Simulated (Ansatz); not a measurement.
**GeN+ (singlet): wave-function methods side by side, cc-pVDZ**

One table from this session's results is given with a row withheld; the runs are named, their logs left out.

Program: Ansatz 0.2.0, Gaussian basis. Level of theory: cc-pVDZ, core rule «outside noble gas», up to 15 orbitals frozen. These are calculated values, not measurements.

The runs, in order: UHF; CCSD(T) on RHF; CCSD(T) on UHF; BCCD(T) on RHF; CISD; CCSDT(Q) on RHF; CCSDT(Q) on UHF; CISDTQ; CCSDTQ on RHF; CCSDTQ on UHF; CASSCF and MRCISD+Q, 8 electrons in 8 orbitals; CASSCF and NEVPT2, 8 electrons in 8 orbitals; Full CI.

6 further runs of the same task are left out: 6 set aside as unsound or not needed.

## The geometry

The geometry is a PBE0/def2-TZVP stationary point (not a proven minimum). No spin-orbit coupling is included. The filled d shell of Ge may be among the frozen orbitals whatever the setting's name suggests; the logs give the count.

2 atoms, charge 1, spin multiplicity 1.

Atoms are counted from 1 here; the program's logs count them from 0.

Bond lengths: Ge1–N2 1.900 Å.

Set-up of the first run:

Input file in.yaml:

```yaml
crystal:
  periodic: [false, false, false]
  atoms:
    - {symbol: Ge, position_ang: [0.000000, 0.000000, 0.000000]}
    - {symbol: N, position_ang: [0.000000, 0.000000, 1.899700]}
basis:
  gaussian: {orbitals: cc-pVDZ}
total_charge: 1
magnetization: {spin_polarized: true, initial_magnetization: 0}
hamiltonian: {xc: hf}
output: {orbitals: {seedname: orbitals}}
```

Launch:

```bash
$ ansatz run in.yaml --threads 1 --pin off --events-out ev --progress --plain --max-ram 2560MiB --backend cpu
```

Steps of the session up to this table: UHF; CCSD(T) on RHF; CCSD(T) on UHF; BCCD(T) on RHF; CISD; CCSDT(Q) on RHF; CCSDT(Q) on UHF; CISDTQ; CCSDTQ on RHF; CCSDTQ on UHF; CASSCF and MRCISD+Q, 8 electrons in 8 orbitals; CASSCF and NEVPT2, 8 electrons in 8 orbitals; Full CI.

One table of the session follows, with a row left open; its other results are not shown here.

```
   method  from FCI (meV)
      RHF         +6122.9
     RMP2         +1553.8
    RCCSD          +506.7
 RCCSD(T)          +258.9
  BCCD(T)               ?
   RCCSDT           +86.5
RCCSDT(Q)            -8.6
  RCCSDTQ            +3.9
      FCI               0
```

Q: Estimate the row for BCCD(T) from the others.

**Answer.** from FCI (meV): +261.8. In the column «from FCI (meV)» it lies between RCCSD(T) (+258.9) and RCCSD (+506.7).

Not comparable, so not listed: CISD; CISDTQ (they don't share determinant, frozen orbitals or solution with the rows shown, or repeat one).

Limits of these values: The report flags that the cluster equations may have other roots. Left out of the table: CASSCF valence, NEVPT2 valence, MRCISD valence, MRCISD+Q valence (the active space lost an orbital or holds another state than full CI finds). Left out of the table: UHF, UMP2, UCCSD, UCCSD(T), UCCSDT, UCCSDT(Q), UCCSDTQ (another determinant or state than the rows shown). The program flags RCCSDT(Q), RCCSDTQ as in doubt, so those rows may rest on another solution; read them beside their warnings. RCCSDT(Q) falls below full CI, which methods that aren't variational can do.
